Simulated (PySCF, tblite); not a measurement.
# C₅H₇BOSe: geometry, infrared bands and NMR shifts

What infrared bands and NMR shifts should C₅H₇BOSe (`Bc1cc(OC)c[se]1`) show?

Programs: tblite 0.8.0 and PySCF 2.14.0, with density-fitted response routines of our own. Each step states its level of theory. These are calculated values for one molecule in the gas phase, unless marked as measured. Atoms are numbered from 0 throughout.

## 1. The molecule as given

15 atoms, charge 0, multiplicity 1; geometry from: force field or distance geometry start.

Bonds of the start (Å): B0–C1 1.60, C1–C2 1.36, C2–C3 1.34, C3–O4 1.44, O4–C5 1.40, C3–C6 1.37, C6–Se7 2.01, Se7–C1 1.91, B0–H8 1.18, B0–H9 1.20, C2–H10 1.13, C5–H11 1.13, C5–H12 1.10, C5–H13 1.13, C6–H14 1.11.

## 2. Relaxing the molecule with GFN2-xTB

Job settings and geometry (Å):

```
{"job": {"kind": "relax", "xc": "GFN2-xTB", "basis": "xTB"}, "charge": 0, "multiplicity": 1}
B      3.046100    -0.147000     0.186800
C      1.628200     0.587100     0.026600
C      0.407300    -0.004900     0.133700
C     -0.704300     0.720200    -0.023800
O     -2.019600     0.144500     0.082000
C     -2.170200    -1.223800     0.324700
C     -0.619200     2.065700    -0.268900
Se     1.356000     2.443800    -0.307700
H      3.435600    -0.255300     1.298700
H      3.144800    -1.156600    -0.448200
H      0.372000    -1.114300     0.334900
H     -1.797000    -1.493600     1.354100
H     -3.181500    -1.617000     0.136600
H     -1.441600    -1.719400    -0.389200
H     -1.461100     2.778900    -0.404500
```

Started as:

```
> OMP_NUM_THREADS=1 python probes_run.py task.json out
```

The driver reads the jobs from task.json and runs them one after another.

**Question.** This job is followed by: GFN2-xTB harmonic vibrations, gas phase; GIAO PBE0/pcSseg-1 NMR shielding, non-relativistic, gas phase. Predict these results of the whole session: strongest single infrared mode (GFN2-xTB); zero-point energy (GFN2-xTB); 13C shifts against TMS (PBE0/pcSseg-1); 1H shifts against TMS (PBE0/pcSseg-1, means over atoms taken as alike); 11B shifts against BF3·OEt2 (PBE0/pcSseg-1); 17O shifts against H2O (PBE0/pcSseg-1); 77Se shifts against Me2Se (PBE0/pcSseg-1).

As calculated:

```
                                                              quantity                                 value
                             strongest single infrared mode (GFN2-xTB)                 1380 cm⁻¹, 240 km/mol
                                          zero-point energy (GFN2-xTB)                         66.1 kcal/mol
                                13C shifts against TMS (PBE0/pcSseg-1)  166.9, 166.7, 141.9, 139.2, 58.6 ppm
1H shifts against TMS (PBE0/pcSseg-1, means over atoms taken as alike)            7.83, 7.56, 6.69, 4.08 ppm
                           11B shifts against BF3·OEt2 (PBE0/pcSseg-1)                              59.6 ppm
                                17O shifts against H2O (PBE0/pcSseg-1)                              93.3 ppm
                             77Se shifts against Me2Se (PBE0/pcSseg-1)                               635 ppm
```

In words: Relaxing lowered the energy by 1.400 eV in 86 steps; the close pair that moved most is C6–Se7, from 2.011 to 1.837 Å. All 39 modes are real, so the xTB geometry is a minimum. The strongest single mode, at 1380 cm⁻¹, has its largest shares on C3, C1 and C2 (the list is cut at 3 atoms). Unscaled tight-binding wavenumbers are off by several per cent, some by more. Its intensities can rank the bands wrongly. At PBE0/pcSseg-1: The largest span, 712 ppm, is at Se7, where the paramagnetic term is -1874 ppm. NICS(1)zz of -24 ppm above the planar ring from C1 marks a diatropic (aromatic) ring current. Spin-orbit coupling is left out, which matters for shieldings and couplings at and beside the heavy atoms.
